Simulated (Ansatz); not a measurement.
**Ta3AsAu2O13 in Ansatz: the effect of pseudo set**

Crystal: Ta3AsAu2O13.

```
CELL_PARAMETERS angstrom
5.45204 0.00000 0.00000
-2.72602 4.72161 0.00000
0.00000 0.00000 9.57902
ATOMIC_POSITIONS crystal
Ta 0.00000 0.00000 0.19408
Ta 0.00000 0.00000 0.80592
Ta 0.66667 0.33333 0.00000
As 0.00000 0.00000 0.50000
Au 0.33333 0.66667 0.27428
Au 0.33333 0.66667 0.72572
O 0.00000 0.00000 0.00000
O 0.23947 0.97129 0.36402
O 0.02871 0.26818 0.36402
O 0.73182 0.76053 0.36402
O 0.23947 0.97129 0.63598
O 0.02871 0.26818 0.63598
O 0.73182 0.76053 0.63598
O 0.38452 0.33425 0.85844
O 0.66575 0.05026 0.85844
O 0.94974 0.61548 0.85844
O 0.38452 0.33425 0.14156
O 0.66575 0.05026 0.14156
O 0.94974 0.61548 0.14156
```

The cell was built by a generator and needn't be a form met in nature.

Alike in all runs:

- Program: Ansatz 0.2.0
- Task: single point
- Functional: PBE
- k mesh: 6 × 6 × 3
- Occupations: fermi-dirac, width 0.05 eV
- Spin: no spin polarisation

**Question.** One run gave: pressure -0.6 GPa; largest force 0.18 eV/Å. Which pseudo set did it use?
A. PseudoDojo standard
B. Ansatz NC
C. SPMS NC
D. JTH PAW
E. Ansatz PAW accurate

**Answer.** C.

```tsv
pseudo set	cutoff	pressure (GPa)	largest force (eV/Å)
JTH PAW	1380 eV	0.2	0.34
Ansatz PAW accurate	900 eV	0.0	0.21
PseudoDojo standard	1143 eV	-0.8	0.19
SPMS NC	1034 eV	-0.6	0.18
Ansatz NC	1240 eV	0.0	0.23
```

Not every run made on this cell is shown here.
